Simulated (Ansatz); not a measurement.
# ClGaH4N2: how energies converge with the basis set

The task here is to estimate one member of a computed series from the others.

Program: Ansatz 0.2.0, Gaussian basis. Level of theory: one geometry, several basis sets. These are calculated values, not measurements.

Levels to be run: PBE0-D4/def2-SVP; ωB97M-V/def2-SVP; PBE0-D4/def2-QZVPP; ωB97M-V/def2-QZVPP; the functionals' def2-TZVPP values are taken from earlier runs.

## The geometry

The geometry comes from an earlier relaxation with PBE0-D4 in a triple-zeta def2 set; it is a stationary point, not always the lowest conformer.

SMILES `[NH2][Ga]([NH2])[Cl]`, 8 atoms, charge 0, spin multiplicity 1.

Atoms are counted from 1 here; the program's logs count them from 0.

Bond lengths: N1–Ga2 1.808 Å, N1–H5 1.006 Å, N1–H6 1.006 Å, Ga2–N3 1.808 Å, Ga2–Cl4 2.145 Å, N3–H7 1.006 Å, N3–H8 1.006 Å. Angles: Ga2–N1–H5 119.7°, Ga2–N1–H6 121.8°, H5–N1–H6 111.7°, N1–Ga2–N3 125.8°, N1–Ga2–Cl4 117.1°, N3–Ga2–Cl4 117.1°, Ga2–N3–H7 121.9°, Ga2–N3–H8 119.8°, H7–N3–H8 111.7°.

The first run:

in.yaml

```yaml
crystal:
  periodic: [false, false, false]
  atoms:
    - {symbol: N, position_ang: [-0.433986, 1.564000, -0.293304]}
    - {symbol: Ga, position_ang: [-0.264647, -0.235581, -0.294279]}
    - {symbol: N, position_ang: [0.851561, -1.192297, 0.757330]}
    - {symbol: Cl, position_ang: [-1.496965, -1.332579, -1.664366]}
    - {symbol: H, position_ang: [-1.220641, 1.991639, -0.752208]}
    - {symbol: H, position_ang: [-0.094676, 2.128623, 0.466996]}
    - {symbol: H, position_ang: [1.626453, -0.765135, 1.235929]}
    - {symbol: H, position_ang: [1.032901, -2.158660, 0.543902]}
basis:
  gaussian: {orbitals: def2-SVP}
hamiltonian: {xc: pbe0, dispersion: d4}
output: {orbitals: {seedname: orbitals}}
```

Run with:

```bash
$ ansatz run in.yaml --threads 4 --pin off --events-out ev --progress --plain --max-ram 10444MiB
```

Steps of the session up to this table: PBE0-D4 in def2-SVP; ωB97M-V in def2-SVP; PBE0-D4 in def2-QZVPP; ωB97M-V in def2-QZVPP.

One table of the session follows, with a row left open; its other results are not shown here.

It belongs to the step «Density functionals: the series». 

| functional | basis | HOMO (eV) | LUMO (eV) |
| --- | --- | --- | --- |
| PBE0-D4 | def2-SVP | -7.06 | 0.07 |
| PBE0-D4 | def2-TZVPP | -7.35 | -0.28 |
| PBE0-D4 | def2-QZVPP | -7.42 | -0.51 |
| ωB97M-V | def2-SVP | ? | ? |
| ωB97M-V | def2-TZVPP | -9.73 | 1.38 |
| ωB97M-V | def2-QZVPP | -9.81 | 0.97 |

Estimate the missing values for ωB97M-V, def2-SVP.

**Answer.** HOMO (eV): -9.41; LUMO (eV): 1.83. In the column «HOMO (eV)» it lies between ωB97M-V, def2-TZVPP (-9.73) and PBE0-D4, def2-QZVPP (-7.42).
